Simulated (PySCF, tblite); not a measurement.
# C₄H₉BS₂: geometry, infrared bands and NMR shifts

Wanted: the infrared bands and NMR shifts of C₄H₉BS₂ (`B1CSCCCS1`), by calculation.

Computed with tblite 0.8.0 and PySCF 2.14.0, with density-fitted response routines of our own, on a single molecule in the gas phase. Atoms count from 0, in the outputs and in this text.

### 1 Starting geometry

16 atoms, charge 0, multiplicity 1; geometry from: force field or distance geometry start.

Bonds of the start (Å): B0–C1 1.57, C1–S2 1.82, S2–C3 1.83, C3–C4 1.51, C4–C5 1.52, C5–S6 1.82, S6–B0 1.90, B0–H7 1.17, C1–H8 1.12, C1–H9 1.10, C3–H10 1.13, C3–H11 1.10, C4–H12 1.12, C4–H13 1.11, C5–H14 1.12, C5–H15 1.09.

### 2 Geometry optimisation with GFN2-xTB

What the job is given:

```
{"job": {"kind": "relax", "xc": "GFN2-xTB", "basis": "xTB"}, "charge": 0, "multiplicity": 1}
B      1.568000     0.943200    -0.518600
C      1.915700    -0.528200    -0.107800
S      0.697100    -1.745400    -0.685600
C     -0.870300    -1.264300     0.127000
C     -1.229300     0.089000    -0.435400
C     -1.114000     1.071800     0.717500
S      0.346400     2.104500     0.355600
H      2.012700     1.299300    -1.538800
H      1.863200    -0.588900     1.009200
H      2.893300    -0.837600    -0.498900
H     -0.707200    -1.157600     1.235700
H     -1.689400    -1.983200    -0.052300
H     -0.519300     0.375900    -1.247000
H     -2.262000     0.067600    -0.829200
H     -0.868400     0.519300     1.661300
H     -2.044000     1.643400     0.796100
```

Launch:

```
$ OMP_NUM_THREADS=1 python probes_run.py task.json out
```

The driver reads the jobs from task.json and runs them one after another.

**Question.** This job is followed by: GFN2-xTB harmonic vibrations, gas phase; GIAO PBE0/pcSseg-1 NMR shielding, non-relativistic, gas phase. Predict these results of the whole session: strongest single infrared mode (GFN2-xTB); zero-point energy (GFN2-xTB); 13C shifts against TMS (PBE0/pcSseg-1); 1H shifts against TMS (PBE0/pcSseg-1, means over atoms taken as alike); 11B shifts against BF3·OEt2 (PBE0/pcSseg-1); 33S shifts against CS2 (PBE0/pcSseg-1).

**Answer**, as computed:

```
                                                              quantity                             value
                             strongest single infrared mode (GFN2-xTB)              1131 cm⁻¹, 92 km/mol
                                          zero-point energy (GFN2-xTB)                     78.7 kcal/mol
                                13C shifts against TMS (PBE0/pcSseg-1)        46.9, 36.6, 35.7, 26.2 ppm
1H shifts against TMS (PBE0/pcSseg-1, means over atoms taken as alike)  6.84, 2.93, 2.82, 2.53, 2.04 ppm
                           11B shifts against BF3·OEt2 (PBE0/pcSseg-1)                          61.6 ppm
                                33S shifts against CS2 (PBE0/pcSseg-1)                      132, -22 ppm
```

Relaxing lowered the energy by 1.209 eV in 77 steps; the close pair that moved most is B0–S6, from 1.899 to 1.756 Å. No mode is imaginary among the 42: a minimum at this level. The strongest single mode, at 1131 cm⁻¹, is spread over several atoms, B0, H7, H8 among them. GFN2-xTB is a fitted tight-binding method: band positions and strengths are rough. Its intensities can rank the bands wrongly. At PBE0/pcSseg-1: The widest tensor belongs to S6: span 363 ppm, with a paramagnetic part of -685 ppm.
